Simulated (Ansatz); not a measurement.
**CH4GeN2: a ladder of functionals and wavefunction methods**

Aim: compute CH4GeN2 with functionals from several rungs and with coupled cluster. The yardstick is the atomisation energy at the CCSD(T) limit.

The runs use Ansatz 0.2.0, Gaussian basis; functionals in def2-TZVPP, the program's frozen cores in correlated methods.

Levels to be run: LDA (SPW92), PBE-D4, revPBE-D4, BLYP-D4, r2SCAN-D4, B97M-V, PBE0-D4, B3LYP-D4, r2SCANh-D4, r2SCAN0-D4, HSE06-D4, BHLYP-D4, CAM-B3LYP-D4, LC-ωPBE, ωB97X-V, ωB97M-V, B2PLYP, PBE-QIDH; CCSD(T)/def2-SVP; CCSD(T)/def2-TZVPP; MP2/def2-QZVPP; extrapolation to the limit; RPA on PBE.

## Step 1: The geometry

An earlier PBE0-D4 in a triple-zeta def2 set relaxation fixed the geometry.

8 atoms, charge 0, spin multiplicity 1.

Atoms are counted from 1 here; the program's logs count them from 0.

Bond lengths: N1–Ge2 1.814 Å, N1–H5 1.007 Å, N1–H6 1.007 Å, Ge2–H7 1.593 Å, C3–N4 1.147 Å, C3–H8 1.069 Å. Angles: Ge2–N1–H5 122.1°, Ge2–N1–H6 125.2°, H5–N1–H6 112.6°, N1–Ge2–H7 93.7°, N4–C3–H8 179.1°.

## Step 2: LDA

This LDA is Slater exchange with PW92 correlation.

The input, in.yaml:

```yaml
crystal:
  periodic: [false, false, false]
  atoms:
    - {symbol: N, position_ang: [-0.768822, 1.471969, -0.699803]}
    - {symbol: Ge, position_ang: [0.495852, 0.230497, -1.085135]}
    - {symbol: C, position_ang: [0.350784, -2.155401, 1.029402]}
    - {symbol: N, position_ang: [0.630369, -1.354034, 1.801546]}
    - {symbol: H, position_ang: [-1.724893, 1.372424, -0.999708]}
    - {symbol: H, position_ang: [-0.628737, 2.281826, -0.117903]}
    - {symbol: H, position_ang: [1.646501, 1.009518, -0.306653]}
    - {symbol: H, position_ang: [0.091144, -2.913999, 0.322354]}
basis:
  gaussian: {orbitals: def2-TZVPP}
hamiltonian: {xc: lda}
output: {orbitals: {seedname: orbitals}}
```

Run with:

```bash
$ ansatz run in.yaml --threads 2 --pin off --events-out ev --progress --plain --max-ram 4352MiB
```

Further steps of the session: PBE-D4 (GGA); revPBE-D4 (GGA); BLYP-D4 (GGA); r2SCAN-D4 (meta-GGA); B97M-V (meta-GGA); PBE0-D4 (hybrid); B3LYP-D4 (hybrid); r2SCANh-D4 (hybrid); r2SCAN0-D4 (hybrid); HSE06-D4 (hybrid); BHLYP-D4 (hybrid); CAM-B3LYP-D4 (range-separated); LC-ωPBE (range-separated); ωB97X-V (range-separated); ωB97M-V (range-separated); B2PLYP (double hybrid); PBE-QIDH (double hybrid); CCSD(T) in def2-SVP; CCSD(T) in def2-TZVPP; MP2 in def2-QZVPP; RPA on PBE orbitals.

Q: Predict the results of all the runs planned. Wanted: atomisation energy, CCSD(T)/CBS; farthest beyond LDA; mean size of error, GGA; mean size of error, meta-GGA; mean size of error, hybrid; mean size of error, range-separated; mean size of error, double hybrid; gap, smallest and largest; T1 diagnostic.

**Answer**, as computed:

```
                               quantity                                                                                   value
        atomisation energy, CCSD(T)/CBS                                                                           2769.8 kJ/mol
 functionals within 27.7 kJ/mol (1.0 %)  revPBE-D4, B97M-V, PBE0-D4, B3LYP-D4, HSE06-D4, CAM-B3LYP-D4, ωB97X-V, ωB97M-V, B2PLYP
                    farthest beyond LDA                                                                BHLYP-D4 (-126.0 kJ/mol)
                mean size of error, GGA                                                                             48.2 kJ/mol
           mean size of error, meta-GGA                                                                             19.0 kJ/mol
             mean size of error, hybrid                                                                             61.0 kJ/mol
    mean size of error, range-separated                                                                             16.4 kJ/mol
      mean size of error, double hybrid                                                                             43.7 kJ/mol
              gap, smallest and largest                                                3.07 eV (LDA (SPW92)), 9.85 eV (LC-ωPBE)
                          T1 diagnostic                                                                                  0.0147
triples share of the correlation energy                                                                                   4.3 %
```

What this shows: LDA overbinds by 431.0 kJ/mol (16 %). PBE-D4 is off by +83.6 kJ/mol. Double hybrids carry the basis error of their MP2 part in triple zeta, and no dispersion term here, so their miss is partly the set-up's. The rungs range-separated, meta-GGA miss on average by less than the doubt on the reference (27.7 kJ/mol), so they tie. Misses under about 27.7 kJ/mol are within the doubt on the reference itself, which lacks core-valence correlation, relativity and higher excitations, and its outer-core shells are covered unevenly. Hartree-Fock recovers 64 % of the binding; the rest is correlation. CCSD(T) in def2-SVP is off by -208.3 kJ/mol, which most functionals beat. The gap grows from 3.1 to 9.9 eV across the functionals, mostly with the share of exact exchange. Correlated methods include outer-core shells of Ge, which these sets cover unevenly.
